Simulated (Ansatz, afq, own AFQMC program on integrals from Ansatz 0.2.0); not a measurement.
# ZrF (quartet): AFQMC on the coupled-cluster ladder at distance Zr1–F2 = 4.210 Å, def2-SVP

How near does AFQMC come to the top of the ladder for ZrF (quartet)?

The runs use Ansatz 0.2.0, Gaussian basis, and an in-house AFQMC program (afq) on its integrals; all values are calculated; def2-SVP, frozen cores.

Plan: PBE (unrestricted); r2SCAN (unrestricted); PBE0 (unrestricted); B3LYP (unrestricted); wB97M-V (unrestricted); B2PLYP (unrestricted); CCSD(T) on UHF; CCSDT(Q) on UHF; Phaseless AFQMC, CISD trial on UHF.

### 1 What is computed

The geometry derives from a PBE0/def2-TZVP stationary point (not a proven minimum). One bond is set to the value named and the two fragments are kept rigid. No spin-orbit coupling is included. Elements past krypton take def2 core potentials.

2 atoms, charge 0, spin multiplicity 4.

Atoms are counted from 1 here; the program's logs count them from 0.

No contacts short enough for the rule that draws bonds.

### 2 PBE (unrestricted)

The input, in.yaml:

```yaml
crystal:
  periodic: [false, false, false]
  atoms:
    - {symbol: Zr, position_ang: [0.000000, 0.000000, 0.000000]}
    - {symbol: F, position_ang: [0.000000, 0.000000, 4.210000]}
basis:
  gaussian: {orbitals: def2-SVP}
magnetization: {spin_polarized: true, initial_magnetization: 3}
hamiltonian: {xc: {name: PBE}}
output: {orbitals: {seedname: orbitals}}
```

Launch:

```console
$ ansatz run in.yaml --threads 1 --pin off --events-out ev --progress --plain --max-ram 1382MiB
```

What it wrote:

```text
Functional definition: PBE
  name "PBE"
  cite "Perdew, Burke & Ernzerhof, Phys. Rev. Lett. 77, 3865 (1996) doi:10.1103/PhysRevLett.77.3865"
  parent pbe
  parameter kappa = 0.804
  parameter beta = 0.06672455060314922
  exchange = pbe_x(kappa = kappa, mu = beta*pi^2/3)
  correlation = pbe_c(beta = beta)
426 factors; their error is unknown
mean field evaluation 1: about -3978.7040 eV, gradient 3.7e1 eV
mean field evaluation 2: about -3569.8817 eV, gradient 1.3e2 eV
mean field evaluation 4: about -3932.3881 eV, gradient 8.2e1 eV
mean field evaluation 8: about -3981.9316 eV, gradient 2.3e1 eV
mean field evaluation 16: about -3985.9029 eV, gradient 3.5e-3 eV
mean field evaluation 32: about -3985.8107 eV, gradient 3.6e0 eV
mean field evaluation 64: about -3985.9165 eV, gradient 1.7e-2 eV
mean field evaluation 96: about -3985.6359 eV, gradient 5.0e0 eV
mean field evaluation 128: about -3985.8081 eV, gradient 1.2e0 eV
mean field evaluation 160: about -3985.9150 eV, gradient 8.5e-2 eV
mean field evaluation 192: about -3984.4837 eV, gradient 3.2e-1 eV
mean field evaluation 224: about -3985.6972 eV, gradient 1.1e0 eV
mean field evaluation 256: about -3985.6957 eV, gradient 2.3e0 eV
mean field evaluation 288: about -3982.7988 eV, gradient 1.8e1 eV
mean field evaluation 320: about -3985.5560 eV, gradient 6.0e0 eV
mean field evaluation 352: about -3979.8455 eV, gradient 2.1e1 eV
mean field evaluation 384: about -3985.4852 eV, gradient 2.8e0 eV
mean field evaluation 416: about -3985.9146 eV, gradient 2.9e-2 eV
mean field -3985.91553021 eV, -146.4796939846 hartree, gradient 1.2e-6 eV, S^2 4.249232; 22 other end points of the search recorded, 0 dependent functions left out
reference -3985.91557494 eV, -146.4796956285 hartree; 12, 9 occupied and 33, 36 virtual orbitals, 426 factors
Total energy: -3985.91557494 eV, -146.4796956285 hartree
```

Wall time 30 s (1 thread of Intel Xeon 6975P-C (Granite Rapids), shared host).

From the report: ⟨S²⟩ of the determinant 4.249 (pure quartet: 3.75).

### 3 r2SCAN (unrestricted)

in.yaml: that of step 2 with these lines changed.

```diff
@@ -8,3 +8,2 @@
 magnetization: {spin_polarized: true, initial_magnetization: 3}
-hamiltonian: {xc: {name: PBE}}
-output: {orbitals: {seedname: orbitals}}
+hamiltonian: {xc: {name: r2SCAN}}
```

The command is unchanged.

What it wrote (excerpt; [...] marks lines left out):

```text
Functional definition: r2SCAN
  name "r2SCAN"
  cite "Furness, Kaplan, Ning, Perdew & Sun, J. Phys. Chem. Lett. 11, 8208 (2020) doi:10.1021/acs.jpclett.0c02405"
  cite "Furness, Kaplan, Ning, Perdew & Sun, J. Phys. Chem. Lett. 11, 9248 (2020) doi:10.1021/acs.jpclett.0c03077"
  parent r2scan
[...]
426 factors; their error is unknown
[...]
mean field -3987.78780712 eV, -146.5484988919 hartree, gradient 3.2e-6 eV, S^2 4.301332; 25 other end points of the search recorded, 0 dependent functions left out
reference -3987.78784386 eV, -146.5485002422 hartree; 12, 9 occupied and 33, 36 virtual orbitals, 426 factors
Total energy: -3987.78784386 eV, -146.5485002422 hartree
```

Wall time 75 s (1 thread of Intel Xeon 6975P-C (Granite Rapids), shared host).

From the report: ⟨S²⟩ of the determinant 4.301 (pure quartet: 3.75). The determinant of r2SCAN (⟨S²⟩ 4.30) is far from a pure spin state, so its energy mixes those of several spin states; that is harmless only where they are near-degenerate.

### 4 PBE0 (unrestricted)

in.yaml: that of step 3 with these lines changed.

```diff
@@ -8,2 +8,3 @@
 magnetization: {spin_polarized: true, initial_magnetization: 3}
-hamiltonian: {xc: {name: r2SCAN}}
+hamiltonian: {xc: {name: PBE0}}
+output: {orbitals: {seedname: orbitals}}
```

Launched as before.

What it wrote (excerpt; [...] marks lines left out):

```text
Functional definition: PBE0
  name "PBE0"
  cite "Adamo & Barone, J. Chem. Phys. 110, 6158 (1999) doi:10.1063/1.478522"
  cite "Perdew, Burke & Ernzerhof, Phys. Rev. Lett. 77, 3865 (1996) doi:10.1103/PhysRevLett.77.3865"
  parent pbe
[...]
456 factors; integrals over basis functions are off by at most 7.1e-4 eV
[...]
mean field -3985.10539749 eV, -146.4499221561 hartree, gradient 9.3e-6 eV, S^2 4.321398; 13 other end points of the search recorded, 0 dependent functions left out
reference -3985.10543243 eV, -146.4499234403 hartree; 12, 9 occupied and 33, 36 virtual orbitals, 456 factors
Total energy: -3985.10543243 eV, -146.4499234403 hartree
```

Wall time 28 s (1 thread of Intel Xeon 6975P-C (Granite Rapids), shared host).

From the report: ⟨S²⟩ of the determinant 4.321 (pure quartet: 3.75). The determinant of PBE0 (⟨S²⟩ 4.32) is far from a pure spin state, so its energy mixes those of several spin states; that is harmless only where they are near-degenerate.

### 5 B3LYP (unrestricted)

in.yaml: that of step 4 with these lines changed.

```diff
@@ -8,3 +8,2 @@
 magnetization: {spin_polarized: true, initial_magnetization: 3}
-hamiltonian: {xc: {name: PBE0}}
-output: {orbitals: {seedname: orbitals}}
+hamiltonian: {xc: {name: B3LYP}}
```

Same command.

What it wrote (excerpt; [...] marks lines left out):

```text
Functional definition: B3LYP
  name "B3LYP"
  cite "Stephens, Devlin, Chabalowski & Frisch, J. Phys. Chem. 98, 11623 (1994) doi:10.1021/j100096a001"
  cite "Becke, Phys. Rev. A 38, 3098 (1988) doi:10.1103/PhysRevA.38.3098"
  cite "Lee, Yang & Parr, Phys. Rev. B 37, 785 (1988) doi:10.1103/PhysRevB.37.785"
  cite "Vosko, Wilk & Nusair, Can. J. Phys. 58, 1200 (1980) doi:10.1139/p80-159"
[...]
456 factors; integrals over basis functions are off by at most 7.1e-4 eV
[...]
mean field -3988.52579241 eV, -146.5756193511 hartree, gradient 6.0e-6 eV, S^2 3.857446; 8 other end points of the search recorded, 0 dependent functions left out
reference -3988.52598996 eV, -146.5756266110 hartree; 12, 9 occupied and 33, 36 virtual orbitals, 456 factors
Total energy: -3988.52598996 eV, -146.5756266110 hartree
```

It took 10 s on 1 thread of Intel Xeon 6975P-C (Granite Rapids), shared host.

From the report: ⟨S²⟩ of the determinant 3.857 (pure quartet: 3.75).

### 6 wB97M-V (unrestricted)

in.yaml: that of step 5 with these lines changed.

```diff
@@ -8,2 +8,3 @@
 magnetization: {spin_polarized: true, initial_magnetization: 3}
-hamiltonian: {xc: {name: B3LYP}}
+hamiltonian: {xc: {name: wB97M-V}}
+output: {orbitals: {seedname: orbitals}}
```

The command is unchanged.

What it wrote (excerpt; [...] marks lines left out):

```text
Functional definition: wB97M-V
  name "wB97M-V"
  cite "Mardirossian & Head-Gordon, J. Chem. Phys. 144, 214110 (2016) doi:10.1063/1.4952647"
  cite "Becke, J. Chem. Phys. 107, 8554 (1997) doi:10.1063/1.475007"
  cite "Vydrov & Van Voorhis, J. Chem. Phys. 133, 244103 (2010) doi:10.1063/1.3521275"
  # Of w^i u^j: cxij and so on, Table III.
[...]
  gx(w, u) = 1 - cx + cx01*u + cx10*w
  gss(w, u) = css00 + css04*u^4 + css10*w + css20*w^2 + css43*w^4*u^3
  gos(w, u) = cos00 + cos10*w + (cos20 + cos21*u)*w^2 + (cos60 + cos61*u)*w^6
[...]
      + integral(e_c_pw_mod_opposite_spin*gos(b97_w_opposite, b97_u_opposite)) + vv10(b, c)
456 factors; integrals over basis functions are off by at most 7.1e-4 eV
110 factors; integrals over basis functions are off by at most 7.4e-5 eV
[...]
mean field -3984.58930949 eV, -146.4309562722 hartree, gradient 7.2e-6 eV, S^2 3.790715; 7 other end points of the search recorded, 0 dependent functions left out
reference -3984.58935516 eV, -146.4309579504 hartree; 12, 9 occupied and 33, 36 virtual orbitals, 456 factors
Total energy: -3984.58935516 eV, -146.4309579504 hartree
```

It took 1.7 min on 1 thread of Intel Xeon 6975P-C (Granite Rapids), shared host; peak memory 0.27 GiB.

From the report: ⟨S²⟩ of the determinant 3.791 (pure quartet: 3.75).

### 7 B2PLYP (unrestricted)

in.yaml: that of step 6 with these lines changed.

```diff
@@ -8,3 +8,3 @@
 magnetization: {spin_polarized: true, initial_magnetization: 3}
-hamiltonian: {xc: {name: wB97M-V}}
-output: {orbitals: {seedname: orbitals}}
+hamiltonian: {xc: {name: B2PLYP}}
+correlation: {electrons: outside_noble_gas}
```

The command is unchanged.

What it wrote (excerpt; [...] marks lines left out):

```text
Functional definition: B2PLYP
  name "B2PLYP"
  cite "Grimme, J. Chem. Phys. 124, 034108 (2006) doi:10.1063/1.2148954"
  cite "Becke, Phys. Rev. A 38, 3098 (1988) doi:10.1103/PhysRevA.38.3098"
  cite "Lee, Yang & Parr, Phys. Rev. B 37, 785 (1988) doi:10.1103/PhysRevB.37.785"
[...]
456 factors; integrals over basis functions are off by at most 7.1e-4 eV
[...]
mean field -3979.75246581 eV, -146.2532055452 hartree, gradient 1.9e-9 eV, S^2 3.827511; 8 other end points of the search recorded, 0 dependent functions left out
5 core orbitals not correlated: weight in the atoms' cores, before any rotation towards them, 1.000 or more for the frozen orbitals, at most 0.000 for the correlated occupied ones
reference -3979.75258721 eV, -146.2532100066 hartree; 7, 4 occupied and 33, 36 virtual orbitals, 456 factors
second order -6.29503678 eV of doubles, -0.00000000 eV of singles
Total energy: -3981.45224714 eV, -146.3156713570 hartree
```

Wall time 31 s (1 thread of Intel Xeon 6975P-C (Granite Rapids), shared host).

From the report: ⟨S²⟩ of the determinant 3.828 (pure quartet: 3.75).

### 8 CCSD(T) on UHF

in.yaml: that of step 7 with these lines changed.

```diff
@@ -8,3 +8,2 @@
 magnetization: {spin_polarized: true, initial_magnetization: 3}
-hamiltonian: {xc: {name: B2PLYP}}
-correlation: {electrons: outside_noble_gas}
+correlation: {method: ccsd_t, electrons: outside_noble_gas, hamiltonian_folder: ham}
```

Launched as before.

What it wrote (excerpt; [...] marks lines left out):

```text
Functional definition: HF
  name "HF"
  cite "Fock, Z. Phys. 61, 126 (1930) doi:10.1007/BF01340294"
  parent pbe
[...]
456 factors; integrals over basis functions are off by at most 7.1e-4 eV
[...]
mean field -3965.12646367 eV, -145.7157098804 hartree, gradient 2.6e-10 eV, S^2 3.773093; 81 other end points of the search recorded, 0 dependent functions left out
determinant -3965.12646367 eV, -145.7157098804 hartree, with singles and doubles -3970.51878956 eV, -145.9138742020 hartree
determinant -3965.12644353 eV, -145.7157091406 hartree, with singles and doubles -3970.51867960 eV, -145.9138701612 hartree
determinant -3965.12636435 eV, -145.7157062305 hartree, with singles and doubles -3970.51821580 eV, -145.9138531166 hartree
determinant -3965.12629451 eV, -145.7157036642 hartree, with singles and doubles -3970.51956153 eV, -145.9139025713 hartree
[...]
determinant -3964.92906369 eV, -145.7084555652 hartree, with singles and doubles -3970.39197182 eV, -145.9092137361 hartree
determinant -3964.92867812 eV, -145.7084413957 hartree, with singles and doubles -3970.41299306 eV, -145.9099862524 hartree
determinant -3964.57843237 eV, -145.6955701019 hartree, with singles and doubles -3970.04649952 eV, -145.8965178630 hartree
5 core orbitals not correlated, not the lowest: weight in the atoms' cores, before any rotation towards them, 0.999 or more for the frozen orbitals, at most 0.000 for the correlated occupied ones
reference -3965.12625774 eV, -145.7157023130 hartree; 7, 4 occupied and 33, 36 virtual orbitals, 456 factors
second order -4.73491670 eV of doubles, -0.00000000 eV of singles
cycle   1  -5.40515318 eV  change   -1.3e-6 eV  update   1.5e-4
[...]
cycle   4  -5.40515552 eV  change   -3.6e-7 eV  update   1.1e-5
perturbative correction -0.07286305 eV, -0.0026776676 hartree
Total energy: -3970.60427631 eV, -145.9170157823 hartree
```

Run time: 1.7 min. Hardware: 1 thread of Intel Xeon 6975P-C (Granite Rapids), shared host.

From the report: ⟨S²⟩ of the determinant 3.775 (pure quartet: 3.75); correlation -5.4780 eV; T1 0.035; largest double amplitude 0.09.

This run also writes the integrals to the folder ham.

### 9 CCSDT(Q) on UHF

in.yaml: that of step 8 with these lines changed.

```diff
@@ -8,2 +8,2 @@
 magnetization: {spin_polarized: true, initial_magnetization: 3}
-correlation: {method: ccsd_t, electrons: outside_noble_gas, hamiltonian_folder: ham}
+correlation: {method: ccsdt_q, electrons: outside_noble_gas}
```

Launched as before.

What it wrote (excerpt; [...] marks lines left out):

```text
Functional definition: HF
  name "HF"
  cite "Fock, Z. Phys. 61, 126 (1930) doi:10.1007/BF01340294"
  parent pbe
[...]
729 factors; integrals over basis functions are off by at most 1.0e-7 eV
[...]
mean field -3965.12653077 eV, -145.7157123467 hartree, gradient 1.3e-10 eV, S^2 3.773084; 71 other end points of the search recorded, 0 dependent functions left out
determinant -3965.12653077 eV, -145.7157123467 hartree, with singles and doubles -3970.51887169 eV, -145.9138772202 hartree
determinant -3965.12650770 eV, -145.7157114985 hartree, with singles and doubles -3970.51865219 eV, -145.9138691538 hartree
determinant -3965.12643512 eV, -145.7157088316 hartree, with singles and doubles -3970.51831184 eV, -145.9138566461 hartree
determinant -3965.12635817 eV, -145.7157060038 hartree, with singles and doubles -3970.51964475 eV, -145.9139056298 hartree
[...]
determinant -3964.92913136 eV, -145.7084580520 hartree, with singles and doubles -3970.39206505 eV, -145.9092171620 hartree
determinant -3964.92873990 eV, -145.7084436660 hartree, with singles and doubles -3970.41307722 eV, -145.9099893450 hartree
determinant -3964.57849455 eV, -145.6955723870 hartree, with singles and doubles -3970.04659125 eV, -145.8965212344 hartree
5 core orbitals not correlated, not the lowest: weight in the atoms' cores, before any rotation towards them, 0.999 or more for the frozen orbitals, at most 0.000 for the correlated occupied ones
reference -3965.12632020 eV, -145.7157046081 hartree; 7, 4 occupied and 33, 36 virtual orbitals, 729 factors
second order -4.73495551 eV of doubles, -0.00000000 eV of singles
cycle   1  -5.18210390 eV  change   -4.5e-1 eV  update   7.6e-2
[...]
cycle  77  -5.51318878 eV  change   -5.8e-8 eV  update   9.2e-7
perturbative correction -0.00634815 eV, -0.0002332903 hartree
Total energy: -3970.64585713 eV, -145.9185438491 hartree
```

Wall time 3.4 min (1 thread of Intel Xeon 6975P-C (Granite Rapids), shared host); peak memory 0.44 GiB.

From the report: ⟨S²⟩ of the determinant 3.775 (pure quartet: 3.75); correlation -5.5195 eV; T1 0.037; largest double amplitude 0.10.

### 10 Phaseless AFQMC, CISD trial on UHF

It reads the integrals that the CCSD(T) run on this determinant wrote.

Launch:

```console
$ afq ham --method phaseless --trial cisd --walkers 60 --populations 1 --least-time 40 --time-step 0.005 --steps-per-block 50 --equilibration-blocks 40 --max-blocks 300 --target-error 0.0008 --factor-cut 1e-05 --start spin_pure --seed 6978 --release-times 0.24,0.6,1.2,2,3,4.2 --release-step 0.04 --release-every 4 --taylor-order 6
```

What it wrote:

```text
orbitals 40  electrons 7 4  factors 274 of 456
reference energy -145.71570231 Eh
CCSD correlation -0.19863582 Eh in 28 cycles, weight of the determinant in the CISD state 0.8735
energy of the start -145.913931 Eh
 block  time / (1/Eh)  mean weight  energy / Eh
     1     0.250  1.0000  -145.912392
     2     0.500  0.9993  -145.915037
     3     0.750  1.0005  -145.914004
     4     1.000  1.0028  -145.913905
     5     1.250  0.9995  -145.914320
     6     1.500  1.0005  -145.917967
     7     1.750  0.9973  -145.915654
     8     2.000  0.9980  -145.914350
     9     2.250  1.0000  -145.915020
    10     2.500  1.0014  -145.912795
    11     2.750  1.0004  -145.914741
    16     4.000  1.0006  -145.915147
    21     5.250  1.0012  -145.920966
    26     6.500  0.9990  -145.918629
    31     7.750  0.9994  -145.918996
    36     9.000  0.9979  -145.908743
    41    10.250  1.0022  -145.916452
    46    11.500  1.0027  -145.915897
    51    12.750  1.0050  -145.918786
    56    14.000  1.0039  -145.910451
    61    15.250  1.0009  -145.910185
    66    16.500  1.0028  -145.911910
    71    17.750  1.0018  -145.918574
    76    19.000  1.0006  -145.922240
    81    20.250  1.0019  -145.921712
    86    21.500  0.9992  -145.913918
    91    22.750  1.0023  -145.908246
    96    24.000  0.9982  -145.911648
   101    25.250  1.0030  -145.920706
   106    26.500  1.0033  -145.914860
   111    27.750  1.0035  -145.916637
   116    29.000  1.0010  -145.915782
   121    30.250  1.0015  -145.918052
   126    31.500  1.0003  -145.918859
   131    32.750  1.0041  -145.921491
   136    34.000  1.0025  -145.920200
   141    35.250  1.0031  -145.910743
   146    36.500  0.9994  -145.917712
   151    37.750  1.0031  -145.932392
   156    39.000  1.0031  -145.922870
   161    40.250  0.9993  -145.917384
   166    41.500  0.9999  -145.924555
   171    42.750  0.9954  -145.915445
   176    44.000  0.9964  -145.922292
   181    45.250  0.9982  -145.924855
   186    46.500  0.9986  -145.914727
   191    47.750  0.9982  -145.918455
   196    49.000  0.9990  -145.925028
blocks merged  error / Eh  count
     1  0.000474  160
     2  0.000522  80
     4  0.000574  40
     8  0.000707  20
    16  0.000482  10
released: time / (1/Eh)  energy / Eh  error  mean overlap
  0.24  -145.916238  0.001258  0.9953
  0.60  -145.916922  0.000881  0.9931
  1.20  -145.917836  0.001155  0.9941
  2.00  -145.918885  0.002435  0.9827
  3.00  -145.918647  0.003658  0.9555
  4.20  -145.934455  0.008786  0.8417
energy -145.917000 +/- 0.000707 Eh
```

Run time: 7.9 min. Hardware: 1 thread of Intel Xeon 6975P-C (Granite Rapids), shared host.

Energy -3970.6038 ± 0.0192 eV. Caveats: constraint bias not in the error.

### 11 AFQMC on the ladder

On the UHF determinant, counted from CCSDT(Q) (a yardstick, not exact):

| level | energy (eV) | from CCSDT(Q) (meV) | statistical error (meV) | time |
| --- | --- | --- | --- | --- |
| HF | -3965.1263 | +5519.6 |  |  |
| MP2 | -3969.8612 | +784.7 |  |  |
| CCSD | -3970.5314 | +114.4 |  |  |
| CCSD(T) | -3970.6043 | +41.6 |  |  |
| CCSDT(Q) | -3970.6459 | 0.0 |  |  |
| Phaseless AFQMC, CISD trial, step 0.005, 60 walkers | -3970.6038 | +42.0 | 19.2 | 7.9 min |

The functionals' totals stand on their own zeros and serve differences with other points: PBE -3985.916 eV; r2SCAN -3987.788 eV; PBE0 -3985.105 eV; B3LYP -3988.526 eV; wB97M-V -3984.589 eV; B2PLYP -3981.452 eV.

### 12 Summary of results

```
                                        quantity             value
                    CCSD(T) on UHF from CCSDT(Q)         +41.6 meV
Phaseless AFQMC, CISD trial on UHF from CCSDT(Q)  +42.0 ± 19.2 meV
```

**Reading.** On UHF the phaseless walk with the CISD trial lies +42.0 meV from CCSDT(Q), within three error bars. Error bars are statistical and leave out the constraint, the time step and what remains of the start. Zr carries a core potential, and spin-orbit coupling is left out.
